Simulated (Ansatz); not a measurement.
# CH4BFO (SMILES OCBF), step by step

We compute a series of 18 runs (HF/STO-3G, UHF/STO-3G, HF/3-21G, UHF/3-21G, HF/6-31G*, UHF/6-31G*, B3LYP/6-31G*, PBE/def2-SVP, and more) of CH4BFO. 

The calculation is run with Ansatz 0.2.0.

### 1 The system as given

CH4BFO: 8 atoms, total charge 0, spin state singlet. SMILES: `OCBF`. Geometry: relaxed at PBE0-D4/def2-TZVP. This is one conformer, not always the lowest. The run starts from this shape.

Bond lengths: O1–C2 1.408 Å, C2–B3 1.560 Å, B3–F4 1.317 Å, O1–H5 0.959 Å, C2–H6 1.105 Å, C2–H7 1.105 Å, B3–H8 1.201 Å. Angles: O1–C2–B3 113.4°, C2–B3–F4 121.5°, O1–C2–H6 112.5°, O1–C2–H7 112.5°, B3–C2–H6 106.7°, B3–C2–H7 106.6°, C2–O1–H5 108.9°, C2–B3–H8 120.7°, F4–B3–H8 117.8°, H6–C2–H7 104.5°.

### 2 A geometry optimisation at HF/STO-3G (start density atoms) (run 1)

run.yaml

```yaml
crystal:
  periodic: [false, false, false]
  atoms:
    - {symbol: O, position_ang: [-1.240500, 0.762600, -0.169300]}
    - {symbol: C, position_ang: [0.117900, 0.425000, -0.013600]}
    - {symbol: B, position_ang: [0.368600, -1.112000, 0.076000]}
    - {symbol: F, position_ang: [-0.622900, -1.976700, 0.007200]}
    - {symbol: H, position_ang: [-1.319100, 1.717500, -0.217300]}
    - {symbol: H, position_ang: [0.563100, 0.872000, 0.893700]}
    - {symbol: H, position_ang: [0.744200, 0.799800, -0.843400]}
    - {symbol: H, position_ang: [1.481000, -1.545400, 0.210800]}
basis:
  gaussian: {orbitals: STO-3G}
hamiltonian: {xc: hf}
relax: {f_tol: 0.002}
output: {orbitals: {seedname: orbitals}}
```

Run with:

```console
$ ansatz run run.yaml --threads 1 --pin off --max-ram 3480MiB --events-out events.jsonl --progress --plain --runs-dir runs
```

Output:

```text
Warning: RAYON_NUM_THREADS=1 ignored (pool sized by the plan → 1); use --threads N
The last accepted step is kept in runs//last_step.txt (removed where the run ends without a failure and the disk answers)
[... 56 lines left out ...]
Total energy: -6422.49948345 eV, -236.0225026903 hartree
[... 8 lines left out ...]
Dipole moment:     0.254400     0.240264     0.016598 e Å
```

Wall time 2.1 s (1 thread of AMD EPYC 9R45 (Zen 5), shared host); peak memory 0.14 GiB.

Steps, from the record of the run:

```csv
step,energy from the first frame kept (eV),largest force (eV/Å)
1,0.0000,2.7279
2,-0.1250,0.6325
3,-0.1339,0.0702
4,-0.1342,0.0435
5,-0.1342,0.0515
6,-0.1343,0.0028
7,-0.1343,0.0019
```

After the run. Bond lengths: O1–C2 1.439 Å, C2–B3 1.595 Å, B3–F4 1.293 Å, O1–H5 0.991 Å, C2–H6 1.097 Å, C2–H7 1.097 Å, B3–H8 1.169 Å. Angles: O1–C2–B3 111.4°, C2–B3–F4 121.5°, O1–C2–H6 111.4°, O1–C2–H7 111.4°, B3–C2–H6 108.4°, B3–C2–H7 108.4°, C2–O1–H5 104.3°, C2–B3–H8 119.3°, F4–B3–H8 119.2°, H6–C2–H7 105.7°.

### 3 Vibrational wavenumbers at HF/STO-3G (start density atoms) (run 2)

input.yaml

```yaml
crystal:
  periodic: [false, false, false]
  atoms:
    - {symbol: O, position_ang: [-1.260248, 0.740733, -0.170650]}
    - {symbol: C, position_ang: [0.135637, 0.429978, -0.012111]}
    - {symbol: B, position_ang: [0.373461, -1.144181, 0.077780]}
    - {symbol: F, position_ang: [-0.609573, -1.980683, 0.009028]}
    - {symbol: H, position_ang: [-1.286936, 1.730746, -0.214358]}
    - {symbol: H, position_ang: [0.548710, 0.894752, 0.891515]}
    - {symbol: H, position_ang: [0.730066, 0.822934, -0.846036]}
    - {symbol: H, position_ang: [1.461183, -1.551479, 0.208931]}
basis:
  gaussian: {orbitals: STO-3G}
hamiltonian: {xc: hf}
phonons: {temperatures: {t_min: 298.15, t_max: 298.15, t_step: 1}}
```

Run with:

```console
$ ansatz run input.yaml --threads 1 --pin off --max-ram 3480MiB --events-out events.jsonl --progress --plain --runs-dir runs
```

Output:

```text
Warning: RAYON_NUM_THREADS=1 ignored (pool sized by the plan → 1); use --threads N
[... 263 lines left out ...]
Total energy: -6422.49947288 eV, -236.0225023017 hartree
[... 8 lines left out ...]
Dipole moment:     0.254400     0.240264     0.016598 e Å
Vibrations: 120.42 208.92 376.17 674.21 766.90 947.66 1147.09 1310.80 1343.03 1430.22 1503.71 1672.38 1786.18 1821.20 3217.73 3518.47 3617.39 4216.77 cm⁻¹, zero-point energy 1.839881 eV
```

It took 6.9 s on 1 thread of AMD EPYC 9R45 (Zen 5), shared host.

Runs 3 to 14 aren't shown in full; the table further down has their settings and results.

### 4 A geometry optimisation at PBE/def2-SVP (start density atoms) (run 15)

molecule.yaml

```yaml
crystal:
  periodic: [false, false, false]
  atoms:
    - {symbol: O, position_ang: [-1.240500, 0.762600, -0.169300]}
    - {symbol: C, position_ang: [0.117900, 0.425000, -0.013600]}
    - {symbol: B, position_ang: [0.368600, -1.112000, 0.076000]}
    - {symbol: F, position_ang: [-0.622900, -1.976700, 0.007200]}
    - {symbol: H, position_ang: [-1.319100, 1.717500, -0.217300]}
    - {symbol: H, position_ang: [0.563100, 0.872000, 0.893700]}
    - {symbol: H, position_ang: [0.744200, 0.799800, -0.843400]}
    - {symbol: H, position_ang: [1.481000, -1.545400, 0.210800]}
basis:
  gaussian:
    orbitals: def2-SVP
hamiltonian:
  xc: pbe
relax:
  f_tol: 0.002
output:
  orbitals: {seedname: orbitals}
```

Run with:

```console
$ ansatz run molecule.yaml --threads 1 --pin off --max-ram 3480MiB --events-out events.jsonl --progress --plain --runs-dir runs
```

Output:

```text
Warning: RAYON_NUM_THREADS=1 ignored (pool sized by the plan → 1); use --threads N
[... 1 set-up line as earlier in the session ...]
[... 6 lines left out ...]
835 factors; their error is unknown
[... 9 lines left out ...]
835 factors; their error is unknown
[... 6 lines left out ...]
835 factors; their error is unknown
[... 5 lines left out ...]
835 factors; their error is unknown
[... 6 lines left out ...]
835 factors; their error is unknown
[... 5 lines left out ...]
835 factors; their error is unknown
[... 4 lines left out ...]
835 factors; their error is unknown
[... 4 lines left out ...]
Total energy: -6530.82286021 eV, -240.0033133620 hartree
[... 8 lines left out ...]
Dipole moment:     0.249017     0.453124     0.007247 e Å
```

It took 5.1 s on 1 thread of AMD EPYC 9R45 (Zen 5), shared host; peak memory 0.15 GiB.

The path in brief:

```
step  energy from the first frame kept (eV)  largest force (eV/Å)
   1                                 0.0000                0.7831
   2                                -0.0285                0.2946
   3                                -0.0321                0.0645
   4                                -0.0322                0.0250
   5                                -0.0322                0.0283
   6                                -0.0322                0.0018
```

After the run. Bond lengths: O1–C2 1.410 Å, C2–B3 1.569 Å, B3–F4 1.330 Å, O1–H5 0.973 Å, C2–H6 1.126 Å, C2–H7 1.126 Å, B3–H8 1.223 Å. Angles: O1–C2–B3 113.8°, C2–B3–F4 121.7°, O1–C2–H6 113.9°, O1–C2–H7 113.9°, B3–C2–H6 105.4°, B3–C2–H7 105.4°, C2–O1–H5 108.0°, C2–B3–H8 120.8°, F4–B3–H8 117.4°, H6–C2–H7 103.3°.

Runs 16 to 17 aren't shown in full; the table further down has their settings and results.

### 5 The harmonic vibrations at MP2/6-31G(d) (Cartesian functions, start density atoms) (run 18)

molecule.yaml

```yaml
basis:
  gaussian:
    orbitals: "6-31G*"
crystal:
  periodic: [false, false, false]
  atoms:
    - {symbol: O, position_ang: [-1.243825, 0.736509, -0.168913]}
    - {symbol: C, position_ang: [0.141984, 0.436538, -0.011641]}
    - {symbol: B, position_ang: [0.375153, -1.113734, 0.076726]}
    - {symbol: F, position_ang: [-0.643140, -1.966695, 0.005280]}
    - {symbol: H, position_ang: [-1.333082, 1.702207, -0.218168]}
    - {symbol: H, position_ang: [0.569648, 0.895595, 0.896857]}
    - {symbol: H, position_ang: [0.751911, 0.823564, -0.846634]}
    - {symbol: H, position_ang: [1.473651, -1.571185, 0.210593]}
correlation:
  method: mp2
phonons:
  temperatures: {t_min: 298.15, t_max: 298.15, t_step: 1}
```

Run with:

```console
$ ansatz run molecule.yaml --threads 1 --pin off --max-ram 3480MiB --events-out events.jsonl --progress --plain --runs-dir runs
```

Output:

```text
Warning: RAYON_NUM_THREADS=1 ignored (pool sized by the plan → 1); use --threads N
[... 26 lines left out ...]
4 core orbitals not correlated: weight in the atoms' cores, before any rotation towards them, 1.000 or more for the frozen orbitals, at most 0.000 for the correlated occupied ones
[... 87 lines left out ...]
4 core orbitals not correlated: weight in the atoms' cores, before any rotation towards them, 1.000 or more for the frozen orbitals, at most 0.000 for the correlated occupied ones
[... 86 lines left out ...]
4 core orbitals not correlated: weight in the atoms' cores, before any rotation towards them, 1.000 or more for the frozen orbitals, at most 0.000 for the correlated occupied ones
[... 86 lines left out ...]
4 core orbitals not correlated: weight in the atoms' cores, before any rotation towards them, 1.000 or more for the frozen orbitals, at most 0.000 for the correlated occupied ones
[... 85 lines left out ...]
Dipole moment:     0.340686     0.438127     0.017530 e Å
[... 1 line left out ...]
Checks for a lower state left out: cluster_reference
```

It took 28 s on 1 thread of AMD EPYC 9R45 (Zen 5), shared host; peak memory 0.14 GiB.

### 6 All runs side by side

```csv
run,level,task,walk f tol,partner,energy (Eh),dipole moment (D),wall time
1,HF/STO-3G (start density atoms),optimise,0.002,base,-236.022503,1.68,2.1 s
2,HF/STO-3G (start density atoms),frequencies,–,base,-236.022502,1.68,6.9 s
3,UHF/STO-3G (start density atoms),energy,–,cation,-235.767138,–,0.16 s
4,UHF/STO-3G (start density atoms),optimise,–,cation,-235.780948,–,2.4 s
5,HF/3-21G (start density atoms),optimise,0.002,base,-237.913183,3.38,2.1 s
6,HF/3-21G (start density atoms),frequencies,–,base,-237.913181,3.38,6.6 s
7,UHF/3-21G (start density atoms),energy,–,cation,-237.567166,–,0.24 s
8,UHF/3-21G (start density atoms),optimise,–,cation,-237.582043,–,2.6 s
9,"HF/6-31G* (Cartesian functions, start density atoms)",optimise,0.002,base,-239.214149,2.82,4.2 s
10,"HF/6-31G* (Cartesian functions, start density atoms)",frequencies,–,base,-239.214149,2.82,17 s
11,"UHF/6-31G* (Cartesian functions, start density atoms)",energy,–,cation,-238.858740,–,0.72 s
12,"UHF/6-31G* (Cartesian functions, start density atoms)",optimise,–,cation,-238.869145,–,6.9 s
13,"B3LYP/6-31G* (Cartesian functions, start density atoms)",optimise,0.002,base,-240.457016,2.49,8.1 s
14,"B3LYP/6-31G* (Cartesian functions, start density atoms)",frequencies,–,base,-240.457016,2.49,29 s
15,PBE/def2-SVP (start density atoms),optimise,0.002,base,-240.003313,2.48,5.1 s
16,PBE/def2-SVP (start density atoms),frequencies,–,base,-240.003313,2.48,19 s
17,"MP2/6-31G* (Cartesian functions, start density atoms)",optimise,0.002,base,-239.764900,2.67,6.3 s
18,"MP2/6-31G* (Cartesian functions, start density atoms)",frequencies,–,base,-239.764900,2.67,28 s
```

### 7 Results

| quantity | value |
| --- | --- |
| run 18, MP2/6-31G*: total energy | -239.76490 Eh |
| run 18, MP2/6-31G*: dipole moment (correlated density) | 2.67 D |
| run 18, MP2/6-31G*: correlation energy (4 core orbitals frozen) | -552.4 mEh |
| run 18, MP2/6-31G*: largest force on an atom | 0.000 eV/Å |
| run 18, MP2/6-31G*: lowest harmonic wavenumber | 139 cm⁻¹ |
| run 18, MP2/6-31G*: highest harmonic wavenumber | 3777 cm⁻¹ |
| run 18, MP2/6-31G*: zero-point energy | 152.9 kJ/mol |
| vertical ionisation energy (to the doublet cation), HF/STO-3G | 6.949 eV |
| vertical ionisation energy (to the doublet cation), HF/3-21G | 9.416 eV |
| vertical ionisation energy (to the doublet cation), HF/6-31G* | 9.671 eV |
| adiabatic ionisation energy (to the doublet cation, no zero-point term), HF/STO-3G | 6.573 eV |
| adiabatic ionisation energy (to the doublet cation, no zero-point term), HF/3-21G | 9.011 eV |
| adiabatic ionisation energy (to the doublet cation, no zero-point term), HF/6-31G* | 9.388 eV |

In words: At HF/STO-3G: the vertical ionisation energy comes to 6.95 eV (160 kcal/mol). In a minimal basis such a difference can be off by several eV, whatever the method. At HF/3-21G: removing an electron at fixed nuclei costs 9.42 eV (217 kcal/mol). At HF/6-31G*: removing an electron at fixed nuclei costs 9.67 eV (933 kJ/mol). At HF/STO-3G: the adiabatic ionisation energy (to the doublet cation, no zero-point term) is 6.57 eV (152 kcal/mol). At HF/3-21G: the adiabatic ionisation energy (to the doublet cation, no zero-point term) is 9.01 eV (208 kcal/mol). Totals of different functionals can't be ranked against each other. In runs 1, 2, 3, 4 the basis is minimal, so the values are rough. All runs together took 2.5 min, the longest 29 s.
